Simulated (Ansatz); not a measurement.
# Al2GaP3: properties of a relaxed candidate

An exercise on one series of results from a longer session: the logs are not shown, and one member is left open.

Program: Ansatz 0.2.0. Level of theory: DFT PBE, scalar-relativistic, plane waves, PAW, unless a step names another level. These are calculated values, not measurements.

1 further run of the same task is left out (set aside as unsound or not needed).

### The starting structure

Symmetry: I-4m2, No. 119, tetragonal system. The conventional cell has a = 3.895 Å, b = 3.895 Å, c = 16.514 Å, α = 90.00°, β = 90.00°, γ = 90.00°. Al (site symmetry 2mm) has 4 P at 2.38 Å as nearest neighbours. Around Ga (site symmetry -4m2) lie 4 P at 2.39 Å. P (site symmetry 2mm) is surrounded by 2 Al at 2.38 Å and 2 Ga at 2.39 Å. Around P (site symmetry -4m2) lie 4 Al at 2.38 Å.

Coordinates:

```
CELL_PARAMETERS angstrom
-1.94752 1.94752 8.25717
1.94752 -1.94752 8.25717
1.94752 1.94752 -8.25717
ATOMIC_POSITIONS crystal
Al 0.66668 0.66668 0.00000
Al 0.33332 0.33332 0.00000
Ga 0.00000 0.00000 0.00000
P 0.41630 0.91629 0.50000
P 0.08371 0.58370 0.50000
P 0.75000 0.25000 0.50000
```

It is the end of an earlier relaxation with the same method, from a generated guess; it needn't be the stable form of this composition. At a tolerance of 0.02 Å it has space group I-4m2 (No. 119); it has 20.88 Å³/atom, an uncorrected energy of -0.56 eV/atom over the elements and, on its mesh, gap 1.64 eV.

Set-up of the first run:

Input file input.yaml:

```yaml
crystal:
  lattice:
    - [-1.947516, 1.947516, 8.2571738]
    - [1.947516, -1.947516, 8.2571738]
    - [1.947516, 1.947516, -8.2571738]
  atoms:
    - { symbol: Al, position: [0.666677, 0.666677, 0.0] }
    - { symbol: Al, position: [0.333323, 0.333323, 0.0] }
    - { symbol: Ga, position: [0.0, 0.0, 0.0] }
    - { symbol: P, position: [0.416295, 0.916295, 0.5] }
    - { symbol: P, position: [0.083705, 0.583705, 0.5] }
    - { symbol: P, position: [0.75, 0.25, 0.5] }
basis:
  ecutwfc: 500
kpoints:
  mp_grid: { grid: [10, 10, 10] }
  band_path:
    path:
      - [[0.0, 0.0, 0.0], [0.0, 0.0, 0.5], [0.25, 0.25, 0.25], [0.0, 0.5, 0.0], [0.0, 0.0, 0.0], [0.5, 0.5, -0.5], [0.26390718, 0.73609282, -0.26390718]]
      - [[-0.26390718, 0.26390718, 0.26390718], [0.0, 0.0, 0.0]]
      - [[0.0, 0.0, 0.5], [-0.02781437, 0.02781437, 0.5]]
      - [[0.5, 0.5, -0.02781437], [0.5, 0.5, -0.5]]
    npoints: 14
hamiltonian:
  xc: r2scan
scf:
  occupations: { method: gaussian, width: 0.02 }
  n_extra_bands: 15
output:
  forces: true
  stress: true
  eigenvalues: true
  populations: true
  dos: { projected: true, de: 0.02, nscf_kmesh: { grid: [15, 15, 15] } }
  bader: true
  write_density: true
  write_potential: true
  elf: true
  volumetric_format: npy
```

Launch:

```bash
> ansatz run input.yaml --threads 4 --pin off --max-ram 8192MiB --backend cpu --events-out ev --progress --plain --runs-dir out
```

Among the steps run: Level of theory: r2SCAN; Seeking the band edges over the whole zone (r2SCAN); Levels beside the edges (r2SCAN); The same geometry with HSE06; Level of theory: LDA.

One table of the session follows, with a row left open; its other results are not shown here.

```
 level  gap (eV)  pressure (GPa)
   PBE      1.64             0.0
r2SCAN         ?               ?
 HSE06      2.31            -1.6
   LDA      1.50            -3.9
```

Q: Estimate the row for r2SCAN from the others.

As computed: gap (eV): 1.94; pressure (GPa): -1.7. In the column «gap (eV)» it lies between PBE (1.64) and HSE06 (2.31).

All at the geometry relaxed with the first.

Limits of these values: Warnings in the runs' records: stress exchange threshold loose, stress scf threshold loose.
